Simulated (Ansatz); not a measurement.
Mg2PbN2, space group P-3m1: a convergence test of the plane-wave cutoff, run with the Python package of Ansatz (0.2.0).

Script `mg2pbn2_ecut.py`:
```python
import warnings

import ansatz as az
from ase import Atoms

warnings.simplefilter("ignore", az.DeckWarning)

atoms = Atoms(
    ["Mg", "Mg", "Pb", "N", "N"],
    scaled_positions=[
        [2 / 3, 1 / 3, 0.138776],
        [1 / 3, 2 / 3, 0.861224],
        [0.0, 0.0, 0.5],
        [2 / 3, 1 / 3, 0.797455],
        [1 / 3, 2 / 3, 0.202545],
    ],
    cell=[
        [3.62686353, 0.0, 0.0],
        [-1.81343176, 3.14095595, 0.0],
        [0.0, 0.0, 6.565892],
    ],
    pbc=True,
)
structure = az.Crystal.from_ase(atoms)

job = structure.calculation().occupations("fermi_dirac", width=0.05).kpoints(6, 6, 4).forces().stress()

rows = []
for value in [300, 400, 500, 600]:
    r = job.basis(value).run().report
    rows.append((value, r["free_energy_ev"] / len(r["lattice"]["sites"]), r["n_iterations"], sum(r["stress_gpa"][i][i] for i in range(3)) / 3, max(abs(f) for row in r["forces_ev_ang"] for f in row), r["n_pw"]))

print(" cutoff (eV)   F/atom (eV)    iterations       P (GPa)  max component (eV/A)   plane waves")
for row in rows:
    print(f"{str(row[0]):>12s}  {row[1]:12.5f}  {row[2]:12d}  {row[3]:12.3f}  {row[4]:20.4f}  {row[5]:12d}")

for row in rows[:-1]:
    shift = 1000 * (row[1] - rows[-1][1])
    print(f"{row[0]}: {shift:+.2f} meV/atom" + ("  (within 2 meV)" if abs(shift) < 2 else ""))
```

From which cutoff on is the energy per atom within 2 meV of the last row, and how does it get there?

From 500 eV on it stays within 2 meV an atom of the value at 600 eV; the first row (300 eV) is off by 123.1 meV and the last but one by 0.16 meV. The energy falls steadily, as expected when plane waves are added. The pressure moves from -0.23 to -0.20 GPa (the program's stress holds a Pulay correction, so it settles early).

What the script printed:

```console
$ python mg2pbn2_ecut.py
 cutoff (eV)   F/atom (eV)    iterations       P (GPa)  max component (eV/A)   plane waves
         300   -3304.42631             7        -0.232                0.0259           883
         400   -3304.54489             6        -0.220                0.0091          1335
         500   -3304.54923             6        -0.200                0.0094          1919
         600   -3304.54939             6        -0.203                0.0094          2505
300: +123.08 meV/atom
400: +4.51 meV/atom
500: +0.16 meV/atom  (within 2 meV)
```

Caveats:
- For a metal this k-point mesh is coarse: on a finer one energies can move by several to tens of meV an atom and pressures by half a GPa or more, differences at one mesh by less.
- Pressure is positive in compression.
- Spin-orbit coupling, which matters for elements this heavy, is left out.
- No functional is typed, so the default, PBE, holds.
- This cell is a computed structure, which may not be the phase found in nature.
- Shifts are counted from the last row, which is itself no proven limit.
- The script silences the warnings on its input, which a real study should read.
- Timing: 11 s on 1 thread of Arm Neoverse V1, on a shared host, peak memory 0.46 GiB.
